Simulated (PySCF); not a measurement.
# The bond of BeBr+, level by level

One table from this session's results is given with a row withheld; the runs are named, their logs left out.

The runs use PySCF 2.14.0; Be x2c-SVPall, Br x2c-SVPall, spin-free X2C with a Gaussian nucleus.

Set-up of the first run:

Settings of the job:

```yaml
atoms: Be, Br
charge: 1
basis: Be x2c-SVPall, Br x2c-SVPall
Hamiltonian: spin-free X2C with a Gaussian nucleus
basis_functions: 41
electrons_treated: 38
masses_in_u: 9.0122, 78.9183
levels: PBE0, PBE, r²SCAN, TPSSh, LDA, M06-2X, HSE06, HF, MP2, SCS-MP2, CCSD, CCSD(T)
grid: 80 radial by 434 angular points
occupations: held fixed by the projection of orbital angular momentum
dissociation_limit: Be+ + Br, each in its ground configuration
starting_distance_in_angstrom: 2.175
values_of_2S_to_try: 0, 2
```

The run is started by

```console
OMP_NUM_THREADS=1 python dia.py task.json out
```

Among the steps run: Input; First curve: PBE0; Excited determinants; PBE (GGA); r²SCAN; TPSSh (hybrid meta-GGA); LDA; M06-2X; HSE06 (range-separated hybrid); RHF (mean field); Adding correlation.

One of the session's tables, all rows but one given; the rest of the session is left out.

Differences from CCSD(T) in the same basis:

```
      level  Re (mÅ)  ωe (%)
        RHF      -14    +3.1
    RHF-MP2       -7    +2.4
RHF-SCS-MP2       -5    +1.7
   RHF-CCSD       -4    +0.7
        LDA      -24    +2.1
        PBE       -9    -0.2
     r²SCAN      -14    +1.8
      TPSSh      -14    +1.2
       PBE0      -19    +2.5
      HSE06      -18    +2.1
     M06-2X        ?       ?
```

Estimate the missing values for M06-2X.

**Answer.** Re (mÅ): -20; ωe (%): +3.6. In the column «Re (mÅ)» it lies between LDA (-24) and PBE0 (-19).
